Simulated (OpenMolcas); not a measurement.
# NaI (Sodium Iodide) at CCSD(T)/def2-TZVP (core potential), part 2 of 2

OpenMolcas 26.06. The steps go on from the part before.

### Step 3. The doublet cation, same level

File job.input:

```
* INa CCSD(T)

&GATEWAY
  BasLib
  $CurrDir
  Coord
  2
  angstrom
  Na       0.000000       0.000000       0.044310
  I        0.000000       0.000000       2.758810
  Basis
  def2-TZVP
  Group
  NoSym

&SEWARD

&SCF
  UHF
  Charge
  1
  Spin
  2
  PrOrbitals
  0

&RASSCF
  FileOrb
  $Project.UnaOrb
  Spin
  2
  Nactel
  1 0 0
  Inactive
  17
  Ras2
  1
  OutOrbitals
  Canonical
  OrbListing
  Nothing

&MOTRA
  JobIph
  Frozen
  5

&CCSDT
  CCT
  Triples
  3
  Iterations
  50
  Extrapolation
  5 4
```

The basis set def2-TZVP is read from a file made from the Basis Set Exchange's data (not shown).

On the command line:

```console
$ export MOLCAS_MEM=1860
$ pymolcas job.input > job.log
```

Standard output:

```text
--- Start Module: gateway ---

                                              &GATEWAY

                       available to each process: 1.9 GB of memory, 1 thread

 Basis Set     1 Label: NA.DEF2-TZVP
 Basis set is read from library:.
 basistype.tbl is not found

 Basis Set     2 Label: I.DEF2-TZVP
 Basis set is read from library:.
 basistype.tbl is not found

++    Symmetry information:
      ---------------------

                    Character Table for C1

                             E
                    a        1  x, y, xy, Rz, z, xz, Ry, yz, Rx, I
--

++    Basis set information:
      ----------------------

      Basis set label: NA.DEF2-TZVP.........

      Electronic valence basis set:
      ------------------
      Associated Effective Charge  11.000000 au
      Associated Actual Charge     11.000000 au
      Nuclear Model: Point charge

      Shell  nPrim  nBasis  Cartesian Spherical Contaminant
         s      14       5        X
         p       8       4        X
         d       3       3                 X

      Basis set label: I.DEF2-TZVP....ECP.....

      Electronic valence basis set:
      ------------------
      Associated Effective Charge  25.000000 au
      Associated Actual Charge     53.000000 au
      Nuclear Model: Point charge

      Shell  nPrim  nBasis  Cartesian Spherical Contaminant
         s      11       6        X
         p      10       5        X
         d       8       3                 X
         f       2       2                 X

      Pseudo Potential specification:
      =======================================

      Number of Core Electrons:  28

      Potential  nTerms
           H       4
         s-H       7
         p-H       8
         d-H      10

      Effective Core Potential specification:
      =======================================
--

++    Molecular structure info:
      -------------------------

                    ************************************************
                    **** Cartesian Coordinates / bohr, angstrom ****
                    ************************************************

     Center  Label                x              y              z                     x              y              z
        1      NA1              0.000000       0.000000       0.083734              0.000000       0.000000       0.044310
        2      I2               0.000000       0.000000       5.213395              0.000000       0.000000       2.758810
--

            Nuclear Potential Energy             53.60977451 au

--- Stop Module: gateway /rc=_RC_ALL_IS_WELL_ ---

--- Start Module: seward ---

                                              &SEWARD

                       available to each process: 1.9 GB of memory, 1 thread

               SEWARD will generate:
                  Multipole Moment integrals up to order  2
                  Kinetic Energy integrals
                  Nuclear Attraction integrals (point charge)
                  One-Electron Hamiltonian integrals modified with ECP contributions
                  Velocity integrals
                  Pseudo Potential integrals
                  Orbital angular momentum around (  0.0000   0.0000   4.4266 )
                  Velocity quadrupole around (  0.0000   0.0000   4.4266 )
                  Two-Electron Repulsion integrals

                   Integrals are discarded if absolute value <: 1.00E-14
                   Integral cutoff threshold is set to       <: 1.00E-16

            Nuclear Potential Energy             53.60977451 au

      Basis set specifications :
      Symmetry species         a
      Basis functions           82

--- Stop Module: seward /rc=_RC_ALL_IS_WELL_ ---
--- Module seward spent 1 second ---

--- Start Module: scf ---

                                                &SCF

                       available to each process: 1.9 GB of memory, 1 thread

++    Input section:
      --------------

      Header of the integral files:

      Cartesian coordinates in angstrom:
      -----------------------------------------------------
      No.  Label        X            Y            Z
      -----------------------------------------------------
       1   NA1        0.00000000   0.00000000   0.04431000
       2   I2         0.00000000   0.00000000   2.75881000
      -----------------------------------------------------
      Nuclear repulsion energy =   53.60977451
--

++    Orbital specifications:
      -----------------------

      Symmetry species               1
                                     a
      Frozen orbitals                0
      Start temperature = 0.500
      End temperature   = 0.010
      Temperature Factor= 0.460
      Deleted orbitals               0
      Total number of orbitals      82
      Number of basis functions     82
--

      Molecular charge                           1.000

++    Optimization specifications:
      ----------------------------

      SCF Algorithm: Conventional USCF
      D(i)-D(i-1) density differences are used
      Number of density matrices in core                 5
      Maximum number of NDDO SCF iterations            400
      Maximum number of HF SCF iterations              400
      Threshold for SCF energy change             1.00E-09
      Threshold for density matrix                1.00E-04
[... 13 lines left out ...]
++ Convergence information
                               UHF SCF        iterations: Energy and convergence statistics
[... 22 lines left out ...]
       Convergence after  21 Iterations
[... 3 lines left out ...]
 *                                             SCF/KS-DFT Program, Final results                                             *
 *                                                       Final Results                                                       *
[... 37 lines left out ...]
      Title: Natural orbitals
[... 65 lines left out ...]
      Dipole Moment (debye):
[... 34 lines left out ...]
      Nuclear repulsion energy =   53.60977451
[... 59 lines left out ...]
      Title:UHF natural orbitals
[... 7 lines left out ...]
                                         RASSCF iterations: Energy and convergence statistics
[... 11 lines left out ...]
      Convergence after  7 iterations
[... 7 lines left out ...]
      Note: transformation to natural orbitals
[... 2 lines left out ...]
      printout of CI-coefficients larger than  0.05 for root  1
      energy=    -458.330620
      conf/sym  1     Coeff  Weight
[... 2 lines left out ...]
      Natural orbitals and occupation numbers for root  1
[... 3 lines left out ...]
      *                                                    Final results                                                     *
[... 2 lines left out ...]
++    Final optimization conditions:
[... 3 lines left out ...]
      RASSCF energy for state  1                   -458.33061989
[... 9 lines left out ...]
      Final state energy(ies):
[... 2 lines left out ...]
::    RASSCF root number  1 Total energy:   -458.33061989
      Von Neumann Entropy (Root   1) =  0.50000
[... 28 lines left out ...]
      Dipole Moment (debye):
[... 29 lines left out ...]
      Natural orbitals for root   1 are written to the RASORB.1 file
      Spin density orbitals for root   1 are written to the SPDORB.1 file
[... 10 lines left out ...]
      *** WARNING: Default frozen orbitals is overwritten by user input.
[... 14 lines left out ...]
      Nuclear repulsion energy =   53.60977451
[... 35 lines left out ...]
      Wave function specifications from previous RASSCF:
      --------------------------------------------------

      Number of closed shell electrons          34
      Number of electrons in active shells       1
      Max number of holes in RAS1 space          0
      Max number of electrons in RAS3 space      0
      Number of inactive orbitals               17
      Number of active orbitals                  1
      Number of secondary orbitals              64
      Spin quantum number                      0.5
      State symmetry                             1
      Number of configuration state fnc.         1
      Number of root(s) available                1
      CI root used                               1
      This is a high spin open shell RHF reference function

      Orbital specifications from previous RASSCF:
      --------------------------------------------

      Symmetry species                           1
      Frozen orbitals                            0
      Inactive orbitals                         17
      Active orbitals                            1
      Secondary orbitals                        64
      Deleted orbitals                           0
      Number of basis functions                 82

      SCF energy:   -458.33061989
      -----------

      Required WRK size-sum :              2677037

      Wave function specifications:
      -----------------------------

      Spin mutiplicity                           2
      State symmetry                             1

      Orbital specifications:
      -----------------------

      Symmetry species                           1
      Total no. of orbitals                     77
      No. of occupied orbitals with alpha spin  13
      No. of occupied orbitals with beta spin   12
      No. of virtual orbitals with alpha spin   64
      No. of virtual orbitals with beta spin    65

      Methods and options:
      --------------------

      Max no. of iterations                  50
      Type of denominators                  diagonal Fock matrix elements
      energy convergence criterium                0.00000010000000

 DIIS EXTRAPOLATION USED     : YES
 FIRST ITERATION OF EXT.     :  5
 EXTRAPOLATION CYCLE         :  4

 SPIN ADAPTATION             : NONE
 RST. INF. WILL BE SAVED IN  : RSTART
 PREFERENCE MATRIX MULT.     : NORMAL
 DENOMINATOR SHIFT FOR OCC.  :      0.00000
 DENOMINATOR SHIFT FOR VIRT. :      0.00000
 LEVEL OF OUTPUT PRINTING    : MINIMAL
 INPUT/OUTPUT HANDLING       : Standard SQ
 MATRIX OPERATIONS           : ESSL

  nProcs, myRank                    1                    0
  Basic Work space requirements    :              4501736
  Max Size            232498275
  Final Work space requirements    :              5213216
  Allocation of work space   : Done

      Iteration       Total enegy      Corr. energy      Difference
          1         -458.96614243      -0.63552255      -0.63552255
          2         -458.93620057      -0.60558068       0.02994186
          3         -458.94757327      -0.61695339      -0.01137271
[... 5 lines of this table left out ...]
          9         -458.94772756      -0.61710768      -0.00000002
      Convergence after                    10  Iterations

      Total energy (diff) :    -458.94772756      -0.00000002
      Correlation energy  :        -0.6171076789302
      Reference energy    :      -458.3306198850481
      E1aa   contribution :      -0.00194093
      E1bb   contribution :      -0.00093016
      E2aaaa contribution :      -0.10468191
      E2bbbb contribution :      -0.09240123
      E2abab contribution :      -0.41715344

 Five largest amplitudes of :T1aa
  SYMA   SYMB   SYMI   SYMJ     A      B      I      J     VALUE
    1      0      1      0     16      0     10      0     0.0262152177
    1      0      1      0     11      0     10      0    -0.0154094445
    1      0      1      0     25      0     12      0     0.0114068157
    1      0      1      0     40      0     10      0    -0.0110182249
    1      0      1      0     10      0     10      0     0.0102286026
 Euclidian norm is :     0.0500845203

 Five largest amplitudes of :T1bb
  SYMA   SYMB   SYMI   SYMJ     A      B      I      J     VALUE
    1      0      1      0     17      0     10      0    -0.0122497196
    1      0      1      0     19      0     10      0     0.0098623467
    1      0      1      0     23      0     10      0     0.0080730507
    1      0      1      0     26      0     12      0    -0.0076834703
    1      0      1      0      5      0     10      0    -0.0066762893
 Euclidian norm is :     0.0323858021

 Five largest amplitudes of :T2aaaa
  SYMA   SYMB   SYMI   SYMJ     A      B      I      J     VALUE
    1      1      1      1     17     16     13     12     0.0253245876
    1      1      1      1     39     38      9      8    -0.0151243405
    1      1      1      1     21     18     12     11    -0.0148091515
    1      1      1      1     52     51      6      5     0.0142099174
    1      1      1      1     47     46      4      2     0.0140309601
 Euclidian norm is :     0.1307896533

 Five largest amplitudes of :T2bbbb
  SYMA   SYMB   SYMI   SYMJ     A      B      I      J     VALUE
    1      1      1      1     40     39      9      8    -0.0151258630
    1      1      1      1     18      1     12     10    -0.0151116285
    1      1      1      1     22     19     12     11    -0.0144804851
    1      1      1      1     53     52      6      5     0.0142218357
    1      1      1      1     48     47      4      2     0.0141124314
 Euclidian norm is :     0.1130738786

 Five largest amplitudes of :T2abab
  SYMA   SYMB   SYMI   SYMJ     A      B      I      J     VALUE
    1      1      1      1     16      1     13     10    -0.0363344129
    1      1      1      1     17      1     12     10    -0.0344687640
    1      1      1      1     17     18     12     12    -0.0303685113
    1      1      1      1     16     17     12     12    -0.0275783163
    1      1      1      1     20      1     11     10     0.0259779468
 Euclidian norm is :     0.3004847064

      Happy Landing!

  **********************************
   Triples Contribution Calculation
  **********************************

 NORB  77
 NOA   13
 NOB   12
 NVA   64
 NVB   65

 NUMBER OF IRREPS             :  1
 MULTIPLICITY                 :  2
 OVERALL SYMMETRY STATE       :  1
 METHOD                       : CCSD+T(CCSD)+<T3(1)WT1>+<T3(1)UT2> = CCSD(T)
 TYPE OF DENOMINATOR          : DIAGONAL
 SPIN ADAPTATION             : NONE
 CCSD RESULTS LOAD FROM FILE : RSTART
 PREFERENCE MATRIX MULT.     : NORMAL
 DENOMINATOR SHIFT FOR OCC.  :  0.00000E+00
 DENOMINATOR SHIFT FOR VIRT. :  0.00000E+00
 LEVEL OF OUTPUT PRINTING    : MINIMAL
 INPUT/OUTPUT HANDLING       : Standard SQ
 MATRIX HANDLING             : ESSL
 IJ CYCLE SEGMENTED          : NO

  Work space requirements :              3529645
  Allocation of work space : Done
       CCSD     =      -458.9477275639783
       T3 corr. =        -0.0095074984849
       CCSD + T3=      -458.9572350624632
  T3 energy decomposition into spin parts
  Eaaa =  -4.2414569206691025E-004
  Eaab =  -4.7805090811945837E-003
  Eabb =  -4.0380339755808226E-003
  Ebbb =  -2.6480973609480324E-004

      Happy Landing!

--- Stop Module: ccsdt /rc=_RC_ALL_IS_WELL_ ---
--- Module ccsdt spent 43 seconds ---

.##################.
.# Happy landing! #.
.##################.

    Timing: Wall=49.96 User=47.21 System=2.72
```

Run time: 50 s. Hardware: 1 thread of Arm Neoverse V2, shared host; peak memory 0.46 GiB.

### Step 4. Summary of results

What follows sums up all 2 parts.

At CCSD(T)/def2-TZVP (core potential), 5 core orbitals frozen:

```
                                                quantity          value
                               singlet NaI: total energy  -459.25297 Eh
         singlet NaI: dipole moment (mean-field density)         9.56 D
        singlet NaI: HOMO energy (Hartree–Fock orbitals)       -8.25 eV
        singlet NaI: LUMO energy (Hartree–Fock orbitals)       -0.52 eV
      singlet NaI: HOMO–LUMO gap (Hartree–Fock orbitals)        7.73 eV
singlet NaI: correlation energy (5 core orbitals frozen)     -653.8 mEh
                             singlet NaI: (T) correction     -11.67 mEh
                            doublet cation: total energy  -458.95724 Eh
                          doublet cation: (T) correction      -9.51 mEh
      vertical ionisation energy (to the doublet cation)       8.047 eV
```

**Reading.** Removing an electron at fixed nuclei costs 8.05 eV (186 kcal/mol). The triples (singlet NaI) make up 1.8 % of the correlation energy.
